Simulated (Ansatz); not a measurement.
**Li+ with H2S: structure and interaction energy**

One table from this session's results is given with a row withheld; the runs are named, their logs left out.

Method: PBE0-D4 structure, single points in def2-TZVPPD; program: Ansatz 0.2.0, Gaussian basis.

Levels: PBE-D4, revPBE-D4, BLYP-D4, r2SCAN-D4, B97M-V, PBE0-D4, B3LYP-D4, HSE06-D4, wB97X-V, wB97M-V, B2PLYP, Hartree-Fock, MP2, CCSD, CCSD(T). The reference is CCSD(T) extrapolated to the basis limit.

Cores are frozen in the correlated methods. The outer core shell of Li, Na, Mg and K is correlated. B3LYP uses VWN-RPA correlation. B2PLYP carries no dispersion term here.

163 further runs of the same task are left out: 163 set aside as unsound or not needed.

## The starting structure

The pair, from a GFN2-xTB docking trial: 4 atoms, charge 1, spin multiplicity 1.

Atoms are counted from 1 here; the program's logs count them from 0.

Bond lengths: Li1–S2 2.414 Å, S2–H3 1.333 Å, S2–H4 1.329 Å. Angles: Li1–S2–H3 113.6°, Li1–S2–H4 113.7°, H3–S2–H4 92.8°.

As a file:

```xyz
4

Li   -1.3861    1.5255    0.4541
S     0.1760   -0.3123    0.3528
H     1.3321    0.0023   -0.2315
H    -0.1220   -1.2156   -0.5754
```

Atoms 1 to 1 are fragment A (Li+), the rest fragment B (H2S).

The first run:

Input file pre/in.yaml:

```yaml
crystal:
  periodic: [false, false, false]
  atoms:
    - {symbol: Li, position_ang: [-1.386100, 1.525500, 0.454100]}
    - {symbol: S, position_ang: [0.176000, -0.312300, 0.352800]}
    - {symbol: H, position_ang: [1.332100, 0.002300, -0.231500]}
    - {symbol: H, position_ang: [-0.122000, -1.215600, -0.575400]}
basis:
  gaussian: {orbitals: def2-SVP}
total_charge: 1
hamiltonian: {xc: pbe, dispersion: d4}
relax: {f_tol: 0.03, max_steps: 250}
```

Run with:

```
$ ansatz run in.yaml --threads 2 --pin off --events-out ev --progress --plain --max-ram 5222MiB
```

Among the steps run: A first relaxation in a small basis; Relaxation at PBE0-D4; wB97X-V/def2-TZVPPD; wB97M-V/def2-TZVPPD; B2PLYP/def2-TZVPPD; B97M-V/def2-TZVPPD; CCSD(T)/def2-TZVPPD; CCSD(T)/def2-QZVPPD; Hartree-Fock/STO-3G; SPW92/def2-SVP; wB97M-V/def2-SVP; CCSD(T)/def2-SVP; Vibrations of the pair.

One table of the session follows, with a row left open; its other results are not shown here.

```
      method  interaction (kJ/mol)
      PBE-D4               -102.87
   revPBE-D4                     ?
     BLYP-D4               -102.15
   r2SCAN-D4                -93.97
      B97M-V                -95.89
     PBE0-D4               -102.64
    B3LYP-D4               -102.75
    HSE06-D4               -102.65
     wB97X-V                -99.66
     wB97M-V                -98.28
      B2PLYP                -99.14
Hartree-Fock                -95.45
         MP2                -93.02
        CCSD                -92.97
     CCSD(T)                -92.60
 CCSD(T)/CBS                -96.01
```

Q: Estimate the row for revPBE-D4 from the others.

**Answer.** interaction (kJ/mol): -100.75. In the column «interaction (kJ/mol)» it lies between BLYP-D4 (-102.15) and wB97X-V (-99.66).
